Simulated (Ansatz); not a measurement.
# AlH7O2Si: the cost of one run

The runs use Ansatz 0.2.0; RKS PBE-D4/def2-SVPD.

## (1) Starting geometry

SMILES `[OH][AlH][SiH3]`, 8 atoms, charge 0, spin multiplicity 1.

Atoms are counted from 1 here; the program's logs count them from 0.

Bond lengths: O1–Al2 1.741 Å, O1–H4 0.969 Å, Al2–Si3 2.453 Å, Al2–H5 1.600 Å, Si3–H6 1.509 Å, Si3–H7 1.509 Å, Si3–H8 1.505 Å. Angles: Al2–O1–H4 122.8°, O1–Al2–Si3 114.4°, O1–Al2–H5 119.3°, Si3–Al2–H5 126.3°, Al2–Si3–H6 111.3°, Al2–Si3–H7 110.5°, Al2–Si3–H8 112.4°, H6–Si3–H7 106.4°, H6–Si3–H8 108.0°, H7–Si3–H8 108.0°.

Coordinates:

```
O    -1.9218    0.4267   -0.9624
Al   -0.3204    0.8836   -0.4541
Si    0.9137   -0.8836    0.7177
H    -2.5077    1.0247   -1.4509
H     0.2125    2.3577   -0.7772
H     1.4931   -0.3778    2.0154
H     2.0808   -1.3548   -0.1151
H     0.0499   -2.0766    1.0265
```

This geometry comes from a loose relaxation at PBE in a small basis, which is not shown.

## (4) Setting up the map

The probe is moved over a plane parallel to the molecule's main plane, 3.31 Å above it (x and y are the axes of that plane, centred on the molecule).

- x of the probe's H atom: 11 values from −4.10 to 4.10 Å
- y of the probe's H atom: 9 values from −3.28 to 3.28 Å

Nothing else is relaxed (molecule and probe rigid, the probe upright with H nearest the plane). Energies count from molecule and probe far apart, each relaxed in its own basis (no counterpoise correction). Points are written as (first, second).

The probe H2O moves over a plane: parallel to the molecule's main plane, 3.31 Å above it. The molecule is turned into the frame of its main axes, as the inputs below show.

(The set-up runs are not shown.)

## (5) Grid point (−3.28 Å, −1.64 Å)

File input.yaml:

```yaml
crystal:
  periodic: [false, false, false]
  atoms:
    - { symbol: O, position_ang: [1.611901, -0.453372, 0.0] }
    - { symbol: Al, position_ang: [0.319748, 0.713577, 0.0] }
    - { symbol: Si, position_ang: [-1.931648, -0.260204, 0.0] }
    - { symbol: H, position_ang: [2.54866, -0.204487, 0.000596] }
    - { symbol: H, position_ang: [0.680077, 2.273596, -0.000476] }
    - { symbol: H, position_ang: [-2.71134, 0.200137, -1.206744] }
    - { symbol: H, position_ang: [-2.708208, 0.19354, 1.211268] }
    - { symbol: H, position_ang: [-1.913425, -1.764703, -0.004109] }
    - { symbol: H, position_ang: [-3.28, -1.64, 3.31] }
    - { symbol: O, position_ang: [-3.28, -1.64, 4.282107] }
    - { symbol: H, position_ang: [-2.33858, -1.64, 4.52445] }
basis:
  gaussian: { orbitals: def2-SVPD }
hamiltonian:
  xc: pbe
  dispersion: d4
output:
  forces: true
```

Command:

```bash
ansatz run input.yaml --threads 1 --pin off --max-ram 2560MiB --backend cpu --events-out ev --progress --plain --runs-dir out
```

What time and memory should one allow on 1 thread of Arm Neoverse V2, shared host?

About 5 s, with a peak of 0.17 GiB.
